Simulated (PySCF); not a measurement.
# C3H9As: the cost of one run

Program: PySCF 2.14.0. Level of theory: levels as typed in each script, gas phase, geometry from GFN2-xTB. These are calculated values, not measurements.

## 1. Where the work starts

13 atoms, charge 0, spin multiplicity 1.

Bond lengths: C1–As2 1.975 Å, C1–H5 1.089 Å, C1–H6 1.089 Å, C1–H7 1.089 Å, As2–C3 1.975 Å, As2–C4 1.974 Å, C3–H8 1.089 Å, C3–H9 1.090 Å, C3–H10 1.089 Å, C4–H11 1.089 Å, C4–H12 1.089 Å, C4–H13 1.089 Å. Angles: As2–C1–H5 110.8°, As2–C1–H6 110.3°, As2–C1–H7 110.3°, H5–C1–H6 108.7°, H5–C1–H7 108.7°, H6–C1–H7 108.0°, C1–As2–C3 96.4°, C1–As2–C4 96.5°, C3–As2–C4 96.5°, As2–C3–H8 110.8°, As2–C3–H9 110.2°, As2–C3–H10 110.3°, H8–C3–H9 108.9°, H8–C3–H10 108.7°, H9–C3–H10 108.0°, As2–C4–H11 110.8°, As2–C4–H12 110.3°, As2–C4–H13 110.3° and more.

Geometry (Å):

```xyz
13
charge 0, multiplicity 1
C     0.60526   -1.58941    0.52264
As   -0.00054    0.00051   -0.48012
C     1.07516    1.31710    0.52421
C    -1.67859    0.27056    0.52480
H     0.54197   -1.41648    1.59593
H     1.63693   -1.82597    0.26832
H    -0.01048   -2.45206    0.27045
H     0.96042    1.17179    1.59733
H     0.76295    2.33045    0.27014
H     2.12886    1.21679    0.26997
H    -1.49577    0.23911    1.59785
H    -2.11842    1.23474    0.27253
H    -2.39963   -0.50465    0.27158
```

## 2. Density, bond paths and surface potential (PBE/def2-tzvp)

File input.py:

```python
import numpy as np
from pyscf import gto, scf, dft
from pyscf.scf import atom_ks, atom_hf
from scipy.linalg import block_diag

def solve(mol, dm0=None, hcore=None):
    mf = (dft.UKS if mol.spin else dft.RKS)(mol, xc='pbe')
    mf.grids.level = 3
    mf = mf.density_fit(auxbasis='def2-universal-jkfit')
    mf.conv_tol, mf.max_cycle = 1e-8, 80
    if hcore is not None:
        mf.get_hcore = lambda *args: hcore
    mf.kernel(dm0)
    if not mf.converged:
        mf = mf.newton().run(mf.mo_coeff, mf.mo_occ, max_cycle=30)
    assert mf.converged, 'SCF not converged'
    return mf

mol = gto.M(atom='''
C      0.60526    -1.58941     0.52264
As    -0.00054     0.00051    -0.48012
C      1.07516     1.31710     0.52421
C     -1.67859     0.27056     0.52480
H      0.54197    -1.41648     1.59593
H      1.63693    -1.82597     0.26832
H     -0.01048    -2.45206     0.27045
H      0.96042     1.17179     1.59733
H      0.76295     2.33045     0.27014
H      2.12886     1.21679     0.26997
H     -1.49577     0.23911     1.59785
H     -2.11842     1.23474     0.27253
H     -2.39963    -0.50465     0.27158
''', basis='def2-tzvp', charge=0, spin=0, verbose=4)
mf = solve(mol)
mf.analyze()
# spherically averaged free atoms, for the promolecule
atm = atom_ks.get_atm_nrks(mol, xc='pbe')
pro = block_diag(*[(atm[a[0]][2] * atm[a[0]][3]) @ atm[a[0]][2].T for a in mol._atom])
np.savez('result.npz', e=mf.e_tot, c=mf.mo_coeff, occ=mf.mo_occ, eps=mf.mo_energy, pro=pro, dip=mf.dip_moment(verbose=0), s2=mf.spin_square()[0])
```

Launch:

```sh
$ OMP_NUM_THREADS=1 python input.py
```

Q: Estimate wall time and peak memory on 1 thread of AMD EPYC, shared host.

About 60 s, with a peak of 0.67 GiB.
